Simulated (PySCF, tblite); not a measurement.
# C₅H₅N₂PSi: infrared bands and NMR shifts

Wanted: the infrared bands and NMR shifts of C₅H₅N₂PSi (`N#Cc1ccpc([SiH3])n1`), by calculation.

Computed with tblite 0.8.0 and PySCF 2.14.0, with density-fitted response routines of our own, on a single molecule in the gas phase. Atoms are numbered from 0 throughout.

## Step 1: Starting geometry

14 atoms, charge 0, multiplicity 1; geometry from: GFN2-xTB.

Bonds of the start (Å): N0–C1 1.15, C1–C2 1.42, C2–C3 1.40, C3–C4 1.38, C4–P5 1.74, P5–C6 1.77, C6–Si7 1.91, C6–N8 1.31, N8–C2 1.33, C3–H9 1.08, C4–H10 1.08, Si7–H11 1.46, Si7–H12 1.47, Si7–H13 1.47.

## Step 2: Harmonic vibrations with GFN2-xTB

Job settings and geometry (Å):

```
{"job": {"kind": "ir", "xc": "GFN2-xTB", "basis": "xTB"}, "charge": 0, "multiplicity": 1}
N     -2.347539     2.686954    -1.475544
C     -1.797960     1.800476    -1.000402
C     -1.158529     0.681108    -0.403182
C     -1.959882    -0.356499     0.082185
C     -1.413452    -1.473539     0.674007
P      0.291946    -1.732160     0.888423
C      0.901008    -0.238174     0.162531
Si     2.781167     0.070041     0.099874
N      0.171199     0.715803    -0.355510
H     -3.033392    -0.264868    -0.016978
H     -2.081182    -2.248738     1.033196
H      2.995992     1.359377    -0.541697
H      3.378215    -1.038813    -0.649546
H      3.271732     0.038560     1.480476
```

**Question.** This job is followed by: GIAO PBE0/pcSseg-1 NMR shielding, non-relativistic, gas phase. Predict these results of the whole session: strongest single infrared mode (GFN2-xTB); zero-point energy (GFN2-xTB); 13C shifts against TMS (PBE0/pcSseg-1); 1H shifts against TMS (PBE0/pcSseg-1, means over atoms taken as alike); 15N shifts against NH3 (PBE0/pcSseg-1); 31P shifts against H3PO4 (PBE0/pcSseg-1); 29Si shifts against TMS (PBE0/pcSseg-1).

**Answer**, as computed:

```
                                                              quantity                                  value
                             strongest single infrared mode (GFN2-xTB)                  2245 cm⁻¹, 365 km/mol
                                          zero-point energy (GFN2-xTB)                          51.2 kcal/mol
                                13C shifts against TMS (PBE0/pcSseg-1)  213.0, 176.0, 133.6, 131.1, 124.1 ppm
1H shifts against TMS (PBE0/pcSseg-1, means over atoms taken as alike)                   9.94, 7.85, 4.89 ppm
                                15N shifts against NH3 (PBE0/pcSseg-1)                       403.0, 319.8 ppm
                              31P shifts against H3PO4 (PBE0/pcSseg-1)                              286.6 ppm
                               29Si shifts against TMS (PBE0/pcSseg-1)                              -61.8 ppm
```

What this shows: All 36 modes are real, so the xTB geometry is a minimum. Unscaled tight-binding wavenumbers are off by several per cent, some by more. Its intensities can rank the bands wrongly. NICS(1)zz of -24 ppm above the planar ring from C2 marks a diatropic (aromatic) ring current.
